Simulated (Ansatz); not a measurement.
# Mg3CdO4: the cost of one run

All numbers are computed with Ansatz 0.2.0, driven from Python. Level of theory: DFT r2SCAN, plane waves, PAW.

## 1. The system

The structure is cubic, space group Pm-3m (No. 221). Conventional cell: a = 4.447 Å, b = 4.447 Å, c = 4.447 Å, α = 90.00°, β = 90.00°, γ = 90.00°. Around Mg (site symmetry 4/mmm) lie 6 O at 2.22 Å. Cd (site symmetry m-3m) is surrounded by 6 O at 2.22 Å. O (site symmetry 4/mmm) is surrounded by 4 Mg at 2.22 Å and 2 Cd at 2.22 Å. O (site symmetry m-3m) is surrounded by 6 Mg at 2.22 Å.

The script holds or builds the structure itself.

## 2. The code

File mg3cdo4_berry.py:

```python
"""Change of polarisation in Mg3CdO4 when one atom moves."""

import ansatz
import numpy as np


def main() -> None:
    mg3cdo4 = (
        ansatz.Lattice.of([4.446641, 0.0, 0.0], [0.0, 4.446641, 0.0], [0.0, 0.0, 4.446641])
        .atom("Mg", [0.0, 0.5, 0.5])
        .atom("Mg", [0.5, 0.0, 0.5])
        .atom("Mg", [0.5, 0.5, 0.0])
        .atom("Cd", [0.0, 0.0, 0.0])
        .atom("O", [0.5, 0.0, 0.0])
        .atom("O", [0.5, 0.5, 0.5])
        .atom("O", [0.0, 0.0, 0.5])
        .atom("O", [0.0, 0.5, 0.0])
    )

    def polarisation(structure):
        return (
            structure.calculation()
            .scf(extra_bands=16, lower_state_search="off")
            .basis(28 * ansatz.Ha)
            .kpoints(mesh=(3, 3, 3), center="gamma")
            .functional("r2scan")
            .occupations("fixed")
            .polarization()
            .run()
            .polarization()
        )


    vectors = np.array(mg3cdo4.lattice.vectors)
    shifted = mg3cdo4.move(3, to=np.array(mg3cdo4.sites[3].position) + 0.03 * np.linalg.inv(vectors)[0])
    before, after = polarisation(mg3cdo4), polarisation(shifted)
    for label, p in (("as typed", before), ("shifted", after)):
        print(label, "reduced polarisation:", [round(axis.reduced, 4) for axis in p.axes], "modulo", p.modulus)
    # take the change on the nearest branch, then turn it into a dipole per cell
    change = np.array([b.reduced - a.reduced for a, b in zip(before.axes, after.axes)])
    change -= before.modulus * np.round(change / before.modulus)
    dipole = change @ vectors
    print("dipole change (e A):", np.round(dipole, 4) + 0.0)
    print("column of the Born charge of", mg3cdo4.sites[3].symbol, "for a shift along x:", np.round(dipole / 0.03, 2) + 0.0)


if __name__ == "__main__":
    main()
```

## 3. The input behind the calls

The package turns the script's settings into the engine's input (first run):

```yaml
crystal:
  lattice:
    - [4.446641, 0.0, 0.0]
    - [0.0, 4.446641, 0.0]
    - [0.0, 0.0, 4.446641]
  atoms:
    - { symbol: Mg, position: [0.0, 0.5, 0.5] }
    - { symbol: Mg, position: [0.5, 0.0, 0.5] }
    - { symbol: Mg, position: [0.5, 0.5, 0.0] }
    - { symbol: Cd, position: [0.0, 0.0, 0.0] }
    - { symbol: O, position: [0.5, 0.0, 0.0] }
    - { symbol: O, position: [0.5, 0.5, 0.5] }
    - { symbol: O, position: [0.0, 0.0, 0.5] }
    - { symbol: O, position: [0.0, 0.5, 0.0] }
basis:
  ecutwfc: 761.918814887664
kpoints:
  mp_grid:
    grid: [3, 3, 3]
    shift: [0.0, 0.0, 0.0]
hamiltonian:
  xc: r2scan
scf:
  n_extra_bands: 16
  lower_state_search: "off"
  occupations:
    method: fixed
output:
  polarization: {}
```

## 4. The run

The run is started by

```
$ python mg3cdo4_berry.py
```

**Question.** How long does this script take on 1 thread of Arm Neoverse V2, shared host, and how much memory does it need?

About 51 s, with a peak of 0.73 GiB.
